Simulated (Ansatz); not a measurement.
# In2SbN: the cost of one run

Computed with Ansatz 0.2.0 (DFT PBE, scalar-relativistic, plane waves, PAW, unless a step's input says otherwise).

## Step 1: The structure to begin with

Symmetry: P-6m2, No. 187, hexagonal system. Conventional cell: a = 4.067 Å, b = 4.067 Å, c = 5.336 Å, α = 90.00°, β = 90.00°, γ = 120.00°. Around In (site symmetry 3m) lie 2 In at 2.63 to 2.70 Å and 3 Sb at 2.69 Å and 3 N at 2.71 Å. Sb (site symmetry -6m2) is surrounded by 6 In at 2.69 Å. Around N (site symmetry -6m2) lie 6 In at 2.71 Å.

As a file:

```cif
data_structure
_symmetry_space_group_name_H-M 'P-6m2'
_symmetry_Int_Tables_number 187
_cell_length_a 4.0666
_cell_length_b 4.0666
_cell_length_c 5.3359
_cell_angle_alpha 90.000
_cell_angle_beta 90.000
_cell_angle_gamma 120.000
_cell_volume 76.42
loop_
_atom_site_label
_atom_site_type_symbol
_atom_site_symmetry_multiplicity
_atom_site_Wyckoff_symbol
_atom_site_fract_x
_atom_site_fract_y
_atom_site_fract_z
_atom_site_occupancy
In1 In 2 g 0.00000 0.00000 0.74682 1
Sb1 Sb 1 f 0.66667 0.33333 0.50000 1
N1 N 1 c 0.33333 0.66667 0.00000 1
```

A structure generator made this guess: species swapped into a database cell of Ni2SbTe (P-6m2, No. 187), with In on the Ni sites and N on the Te sites. The dimensions are guesses.

## Step 2: Probe: one point on a coarse mesh

input.yaml reads:

```yaml
crystal:
  lattice:
    - [4.06655972, 0.0, 0.0]
    - [-2.03327986, 3.52174402, 0.0]
    - [0.0, 0.0, 5.3359266]
  atoms:
    - { symbol: In, position: [0.0, 0.0, 0.74681759] }
    - { symbol: In, position: [0.0, 0.0, 0.25318241] }
    - { symbol: Sb, position: [0.66666667, 0.33333333, 0.5] }
    - { symbol: "N", position: [0.33333333, 0.66666667, 0.0] }
basis:
  ecutwfc: 420
kpoints:
  mp_grid: { grid: [6, 6, 4] }
hamiltonian:
  xc: pbe
scf:
  occupations: { method: gaussian, width: 0.1 }
  lower_state_search: "off"
output:
  forces: true
  stress: true
  eigenvalues: true
```

Run with:

```sh
$ ansatz run input.yaml --threads 1 --pin off --max-ram 2560MiB --backend cpu --events-out ev --progress --plain --runs-dir out
```

**Question.** How long does this run take on 1 thread of Intel Xeon at 2.50GHz (Skylake/Cascade Lake), shared host, and how much memory does it need?

About 7.2 s, with a peak of 0.36 GiB.
